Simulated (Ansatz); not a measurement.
Task: a single point in a Gaussian basis of NaTe, with Ansatz's Python interface. Give the script and its output. Level of theory: PBE0, def2-TZVP basis, multiplicity 2, D4 dispersion.

| atom | x (Å) | y (Å) | z (Å) |
| --- | --- | --- | --- |
| Na | 0.0000 | 0.0000 | 0.0000 |
| Te | 0.0000 | 0.0000 | 2.8950 |

`nate_energy.py`
```python
# -*- coding: utf-8 -*-
"""Single point of NaTe in a Gaussian basis."""

from pathlib import Path

import ansatz

GEOMETRY = """
Na    0.00000    0.00000    0.00000
Te    0.00000    0.00000    2.89500
"""


def main():
    system = ansatz.Crystal.molecule()
    for line in GEOMETRY.strip().splitlines():
        symbol, *xyz = line.split()
        system = system.atom(symbol, [float(v) for v in xyz])

    job = (
        system.calculation()
        .basis(gaussian="def2-TZVP")
        .functional("PBE0", dispersion="d4")
        .spin("collinear", total=1)
        .orbitals()
    )
    out = job.run(threads=1, backend="cpu", runs_dir="nate_runs")
    rep = out.report

    for key in ("converged", "free_energy_ev", "reference_energy_ev", "n_frozen", "n_occupied", "n_virtual"):
        print(f"{key:22s} {rep[key]}")

    lines = Path(rep["orbitals_path"]).read_text().splitlines()
    field_of = lambda key: [line.split("=")[1].strip() for line in lines if line.startswith(key)]
    orbitals = [(27.211386 * float(e), s, float(n)) for e, s, n in zip(field_of("Ene="), field_of("Spin="), field_of("Occup="))]
    homo = max(e for e, _, n in orbitals if n > 0.5)
    lumo = min(e for e, _, n in orbitals if n < 0.5)
    print(f"HOMO {homo:.3f} eV, LUMO {lumo:.3f} eV, gap {lumo - homo:.3f} eV")


if __name__ == "__main__":
    main()
```

`python nate_energy.py` gives:
```text
converged              True
free_energy_ev         -11707.668130216427
reference_energy_ev    -11707.648422382
n_frozen               0
n_occupied             [18, 17]
n_virtual              [64, 65]
HOMO -4.739 eV, LUMO -2.679 eV, gap 2.061 eV
```

What to keep in mind:
- Total energies depend on the basis set; only differences at equal settings carry meaning.
- The geometry is a force-field or estimated start, not a minimum of this method, and the basis set is short of its limit.
- def2 sets replace the cores of elements past krypton by effective core potentials.
- The run takes the species as open-shell (spin multiplicity 2), which needn't be its ground state.
- Total less reference energy is the dispersion correction.
- Levels such as HOMO and LUMO are orbital energies: with these approximate functionals they aren't the ionisation energy and electron affinity, and their gap isn't the fundamental gap.
- The spin state was assumed, and another may lie lower.
- Hardware and time: 3.9 s on 1 thread of Arm Neoverse V1 (shared host), peak memory 0.23 GiB.
